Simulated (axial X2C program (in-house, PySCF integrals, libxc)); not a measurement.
**PtB: from the state search to constants, part 1 of 2**

What are the state, bond length, wavenumber and bond energy of PtB, and what does spin–orbit coupling change?

The runs use an in-house X2C program for linear molecules on PySCF integrals; all-electron X2C, Pt dyall-cv3z, B dyall-v3z.

All values are calculated.

## Step 1: Input

task.json reads:

```json
{"zs": [78, 5], "q": 0, "bas": ["dyall-cv3z", "dyall-v3z"], "levels": ["PBE0", "HF", "B3LYP"], "cc": true, "r0": 2.08, "thr": -2.0, "nmax": 90, "npts": 10, "nst": 2, "ntry": 6}
```

Keys: zs atomic numbers; q charge; bas basis sets; levels methods (HF also brings MP2); cc coupled cluster on or off; r0 starting distance in Å; thr threshold in hartree for freezing inner shells (an s shell follows its p shell); nmax most natural virtual spinors; npts points asked for on the curve; nst determinants followed; ntry starts of the search.

The run is started by

```bash
$ python so2c.py task.json out
```

Spin-free means the one-electron spin-free X2C Hamiltonian; two-component (2c) means X2C with spin–orbit coupling and atomic mean-field two-electron Coulomb and Gaunt terms. Basis: Pt dyall-cv3z contracted to [13s14p9d6f4g], B dyall-v3z contracted to [7s6p2d1f]; Gaussian nuclei, density fitting. Masses: Pt 194.965 u, B 11.009 u.

Notation: σ, π±, δ± give the projection m of an orbital's angular momentum (0, ±1, ±2), α and β its spin, Λ and M_S the sums; ω is the projection of a spinor's total angular momentum and Ω the sum. Logs are in hartree.

The results follow Hamiltonian by Hamiltonian and level by level.

## Step 2: Which state to follow

PBE0 moves the distance from 2.080 Å to 1.758 Å and compares determinants there.

Spin-free determinants:

```csv
ΔE (eV),state,open shells
0.00,"M_S = 1/2, Λ = 0",beyond closed shells: σα
1.77,"M_S = 1/2, Λ = 2","beyond closed shells: δ+α, δ+β, δ-α"
3.16,"M_S = 3/2, Λ = 3","beyond closed shells: σα, π+α, δ+α, δ+β, δ-α"
3.16,"M_S = 3/2, Λ = 1","beyond closed shells: σα, π-α, δ+α, δ+β, δ-α"
3.19,"M_S = 1/2, Λ = 1","beyond closed shells: π+α, π+β, π-α"
```

Two-component determinants:

```json
{"ΔE (eV)": "0.00", "state": "Ω = 1/2", "open shells": "excess of +ω over −ω: ω = 1/2"}
{"ΔE (eV)": "1.28", "state": "Ω = 5/2", "open shells": "excess of +ω over −ω: ω = 5/2"}
{"ΔE (eV)": "2.11", "state": "Ω = 3/2", "open shells": "excess of +ω over −ω: ω = 3/2"}
{"ΔE (eV)": "2.58", "state": "Ω = 3/2", "open shells": "excess of +ω over −ω: ω = 3/2"}
{"ΔE (eV)": "2.83", "state": "Ω = 9/2", "open shells": "excess of +ω over −ω: ω = 1/2, ω = 3/2, ω = 5/2"}
{"ΔE (eV)": "2.92", "state": "Ω = 7/2", "open shells": "excess of +ω over −ω: 2 × ω = 1/2, ω = 5/2"}
{"ΔE (eV)": "2.97", "state": "Ω = 3/2", "open shells": "excess of +ω over −ω: 2 × ω = -1/2, ω = 5/2"}
```

## Step 3: PBE0, spin-free

State followed: M_S = 1/2, Λ = 0 (beyond closed shells: σα). The scan is laid around 1.758 Å, a first estimate of the minimum, and this SCF restarts from the orbitals of the search.

Output at 1.758 Å:

```text
spin-free X2C-1e  PBE0
basis functions 220  fitting functions 1124  grid points 5076
iter        total energy     max residual
   1     -18440.629946013     1.53e-05
   2     -18440.629946014     2.28e-05
   3     -18440.629946021     5.84e-06
   4     -18440.629946023     5.95e-06
converged
one-electron -25517.25097166  Coulomb 7324.37675173  exact exchange -89.86873532  xc functional -275.28125258  nuclear repulsion 117.39426181
```

Along the bond, energies from the lowest point:

| R (Å) | E (eV) | μ (D) | HOMO (eV) | LUMO (eV) | iterations |
| --- | --- | --- | --- | --- | --- |
| 1.530 | 1.2008 | -1.13 | -6.06 | -3.28 | 14 |
| 1.600 | 0.4922 | -1.16 | -6.14 | -3.38 | 13 |
| 1.653 | 0.1898 | -1.17 | -6.19 | -3.46 | 14 |
| 1.705 | 0.0365 | -1.17 | -6.24 | -3.53 | 14 |
| 1.758 | 0.0000 | -1.17 | -6.28 | -3.59 | 4 |
| 1.819 | 0.0683 | -1.16 | -6.31 | -3.66 | 15 |
| 1.881 | 0.2238 | -1.14 | -6.34 | -3.72 | 15 |
| 1.960 | 0.5084 | -1.10 | -6.37 | -3.78 | 15 |
| 2.057 | 0.9291 | -1.03 | -6.39 | -3.83 | 16 |
| 2.197 | 1.5859 | -0.86 | -6.41 | -3.84 | 17 |

Dipoles are positive if B is the positive end.

Outer orbitals at the reference distance:

```
symmetry  occupied  ε (eV)             atomic character
      σα       yes  -13.09  40% B s, 36% Pt d, 13% Pt s
      σβ       yes  -12.90  40% Pt d, 34% B s, 12% Pt s
     π+α       yes   -9.06    80% Pt d, 16% B p, 2% B d
     π-α       yes   -9.06    80% Pt d, 16% B p, 2% B d
     π+β       yes   -8.93    80% Pt d, 16% B p, 2% B d
     π-β       yes   -8.93    80% Pt d, 16% B p, 2% B d
      σα       yes   -8.48   41% Pt d, 23% B s, 20% B p
     δ-α       yes   -7.66                     99% Pt d
     δ+α       yes   -7.66                     99% Pt d
      σβ       yes   -7.55  45% Pt d, 24% B s, 18% Pt s
     δ-β       yes   -7.45                     99% Pt d
     δ+β       yes   -7.45                     99% Pt d
      σα       yes   -6.28   39% Pt s, 39% B p, 9% Pt p
      σβ        no   -3.59  40% B p, 31% Pt s, 19% Pt p
     π-α        no   -2.00  48% B p, 38% Pt p, 11% Pt d
     π+α        no   -2.00  48% B p, 38% Pt p, 11% Pt d
     π+β        no   -1.62  48% B p, 36% Pt p, 12% Pt d
```

PBE0 fields in the half plane through the axis: z from -2.4 to 3.9 Å across, distance from the axis 0.15 to 2.25 Å upwards; Pt lies at z = 0 and B at z = 1.758 Å; the ELF is damped to zero where the density is low.

log10 density (e/bohr³). Ten even steps from '0' (-4.48 ) to '9' (1.86 ):
```
0011122222222211111000
0111222333322222211100
0112233333333333222110
1122334444444333332211
1123344555544444433221
1223445666555554443321
1233456777655555544322
1233457898665685544322
```

ELF. Ten even steps from '0' (0.00 ) to '9' (1.00 ):
```
0000001111100000000000
0000111222111111111000
0001112222222234454200
0001122333334556788730
0001123343346678999972
0001123565347668999995
0001135545547204999997
0001146334546190999998
```

Re = 1.751 Å, ωe = 929 cm⁻¹, ωexe = 4.95 cm⁻¹, Be = 0.5276 cm⁻¹, De = 5.53 eV, μ = -1.17 D.

## Step 4: HF, spin-free

Output at 1.758 Å:

```text
spin-free X2C-1e  HF
basis functions 220  fitting functions 1124  grid points 5076
iter        total energy     max residual
   1     -18434.954899389     1.02e+00
   2     -18434.994620983     1.48e-02
   3     -18434.994039323     2.04e-02
   4     -18434.999449574     3.91e-03
   5     -18434.999998240     2.15e-03
   6     -18435.000216543     1.83e-03
   7     -18435.000441686     7.78e-04
   8     -18435.000506615     2.43e-04
   9     -18435.000514846     1.43e-04
  10     -18435.000516875     1.18e-04
  11     -18435.000518333     7.53e-05
  12     -18435.000519703     4.25e-05
  13     -18435.000519985     2.66e-05
  14     -18435.000520041     1.81e-05
  15     -18435.000520090     1.04e-05
  16     -18435.000520113     3.11e-06
  17     -18435.000520115     1.60e-06
  18     -18435.000520115     9.19e-07
converged
one-electron -25520.98392594  Coulomb 7328.30205994  exact exchange -359.71291592  xc functional 0.00000000  nuclear repulsion 117.39426181
```

Re = 1.773 Å, ωe = 817 cm⁻¹, ωexe = 5.81 cm⁻¹, Be = 0.5146 cm⁻¹, De = 2.53 eV, μ = -1.41 D. ⟨S²⟩ = 0.83 against 0.75 for a pure state, so this determinant mixes spins.

## Step 5: B3LYP, spin-free

The SCF at the reference distance of 1.758 Å:

```text
spin-free X2C-1e  B3LYP
basis functions 220  fitting functions 1124  grid points 5076
iter        total energy     max residual
   1     -18441.204081487     1.18e-01
   2     -18441.204669375     5.67e-03
   3     -18441.196971760     1.90e-02
   4     -18441.205401577     2.63e-03
   5     -18441.205495018     1.27e-03
   6     -18441.205519978     3.14e-04
   7     -18441.205521999     6.96e-05
   8     -18441.205522180     2.41e-05
   9     -18441.205522243     5.18e-06
  10     -18441.205522246     2.07e-06
  11     -18441.205522246     1.00e-06
converged
one-electron -25516.32844252  Coulomb 7323.43049299  exact exchange -71.88750834  xc functional -293.81432619  nuclear repulsion 117.39426181
```

Re = 1.759 Å, ωe = 912 cm⁻¹, ωexe = 4.99 cm⁻¹, Be = 0.5227 cm⁻¹, De = 5.42 eV, μ = -1.08 D.

## Step 6: MP2 and beyond, spin-free

Correlated methods: 13 electrons correlated (frozen shells, counted by type: Pt 5 s, 4 p, 2 d, 1 f; B 1 s), 267 virtual spinors in MP2, 89 natural virtuals in coupled cluster.

Output of the correlated part at 1.758 Å:

```text
correlated 13  virtual 267  natural virtual 89  E(MP2) -0.493512143  MP2 remainder -0.030823166
iter   CCSD correlation   residual
   1     -0.395172055   2.59e-01
   2     -0.417454375   1.34e-01
   3     -0.422789318   4.16e-02
   4     -0.423801499   2.21e-02
   5     -0.424286321   9.68e-03
   6     -0.424435314   4.11e-03
   7     -0.424415663   2.18e-03
   8     -0.424443646   1.14e-03
   9     -0.424431534   6.64e-04
  10     -0.424442917   2.75e-04
  11     -0.424438117   9.20e-05
  12     -0.424439192   3.02e-05
  13     -0.424439499   1.40e-05
  14     -0.424439679   6.45e-06
  15     -0.424439815   2.74e-06
  16     -0.424439844   1.26e-06
  17     -0.424439831   4.86e-07
(T) -0.028903924  T1 0.0497  D1 0.1219  max T2 0.064
```

T1 in the output is the amplitude norm over the root of the electron number; divide by √2 for the Lee–Taylor value.

MP2: Re = 1.727 Å, ωe = 1090 cm⁻¹, Be = 0.5426 cm⁻¹, De = 6.26 eV.

CCSD: Re = 1.751 Å, ωe = 934 cm⁻¹, ωexe = 5.15 cm⁻¹, Be = 0.5274 cm⁻¹, De = 5.07 eV. T1 at Re = 0.035 (Lee–Taylor, the printed value over √2).

CCSD(T): Re = 1.759 Å, ωe = 937 cm⁻¹, ωexe = 4.57 cm⁻¹, Be = 0.523 cm⁻¹, De = 5.46 eV. T1 at Re = 0.035 (Lee–Taylor, the printed value over √2).

## Step 7: A higher determinant, spin-free

State: M_S = 1/2, Λ = 2 (beyond closed shells: δ+α, δ+β, δ-α).

Output at the reference distance:

```text
spin-free X2C-1e  PBE0
basis functions 220  fitting functions 1124  grid points 5076
iter        total energy     max residual
   1     -18440.565018181     1.38e-05
   2     -18440.565018192     1.67e-05
   3     -18440.565018198     6.66e-06
   4     -18440.565018204     6.38e-06
   5     -18440.565018211     4.07e-06
   6     -18440.565018212     6.35e-07
converged
one-electron -25510.00283856  Coulomb 7317.08962131  exact exchange -89.84768119  xc functional -275.19838158  nuclear repulsion 117.39426181
```

| R (Å) | E above the lowest PBE0 point (eV) |
| --- | --- |
| 1.530 | 3.906 |
| 1.600 | 2.893 |
| 1.653 | 2.371 |
| 1.705 | 2.006 |
| 1.758 | 1.767 |
| 1.819 | 1.612 |
| 1.881 | 1.559 |
| 1.960 | 1.601 |
| 2.057 | 1.766 |

Re = 1.890 Å, ωe = 710 cm⁻¹, ωexe = 3.93 cm⁻¹, Be = 0.453 cm⁻¹, μ = -1.36 D. Te = 1.56 eV.

## Step 8: The spin-free curves together

Energy (eV) of the followed determinant, spin-free, from each level's lowest point:

| R (Å) | PBE0 | HF | MP2 | CCSD | CCSD(T) | B3LYP |
| --- | --- | --- | --- | --- | --- | --- |
| 1.530 | 1.201 | 1.211 | 1.176 | n/a | n/a | 1.266 |
| 1.600 | 0.492 | 0.531 | 0.432 | 0.500 | 0.555 | 0.536 |
| 1.653 | 0.190 | 0.230 | 0.129 | 0.193 | 0.227 | 0.219 |
| 1.705 | 0.037 | 0.064 | 0.000 | 0.038 | 0.053 | 0.051 |
| 1.758 | 0.000 | 0.000 | 0.010 | 0.000 | 0.000 | 0.000 |
| 1.819 | 0.068 | 0.022 | 0.158 | 0.068 | 0.056 | 0.052 |
| 1.881 | 0.224 | 0.119 | 0.410 | 0.224 | 0.206 | 0.192 |
| 1.960 | 0.508 | 0.315 | 0.830 | 0.510 | 0.492 | 0.457 |
| 2.057 | 0.929 | 0.614 | 1.413 | n/a | n/a | 0.857 |
| 2.197 | 1.586 | 1.085 | 2.278 | n/a | n/a | 1.485 |

(Continued in part 2 of 2.)
